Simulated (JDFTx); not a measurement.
The system is AlFe.

```
Fe Al
1.0
     2.91000    0.00000    0.00000
     0.00000    2.91000    0.00000
     0.00000    0.00000    2.91000
Fe Al
1 1
Direct
  0.50000 0.50000 0.50000
  0.00000 0.00000 0.00000
```

```yaml
Program: JDFTx 1.7.0 (patched build)
Task: single point
Functional: PBEsol
Potentials_or_basis: PseudoDojo-SR-PBEsol-0.4.1-standard with smoothed tails
Cutoff: 1225 eV
Density_cutoff: 9796 eV
k_mesh: 9 × 9 × 9
Occupations: fermi-dirac, width 0.05 eV
Spin: collinear spin, ferromagnetic start
Starting_moments: "[3.0, 0.0] μB"
```

On this cell: pressure -11.2 GPa; largest force zero by symmetry; net moment 0.70 μB per cell; site moments Fe +0.78; Al -0.08 μB; band gap on the k mesh none (metal or under the smearing width).

The same run follows on a disturbed copy (atoms moved at random, drawn with an rms of 0.05 Å):

```
Fe Al
1.0
     2.91000    0.00000    0.00000
     0.00000    2.91000    0.00000
     0.00000    0.00000    2.91000
Fe Al
1 1
Cartesian
  1.5004 1.4741 1.3851
  0.0497 0.0455 -0.0318
```

Problem. What changes?

Solution. The energy (extrapolated to zero smearing) moves by +3.7 meV/atom; pressure -11.0 GPa; largest force 0.322 eV/Å; net moment 0.70 μB per cell; site moments Fe +0.78; Al -0.08 μB; band gap on the k mesh none (metal or under the smearing width).

Forces in eV/Å, atoms in the order of the input:
```
Fe   0.029  0.183  0.263
Al  -0.030 -0.183 -0.263
```

Stress tensor (GPa, compression positive):
```
-10.98   0.02   0.02
  0.02 -11.03   0.14
  0.02   0.14 -11.09
```
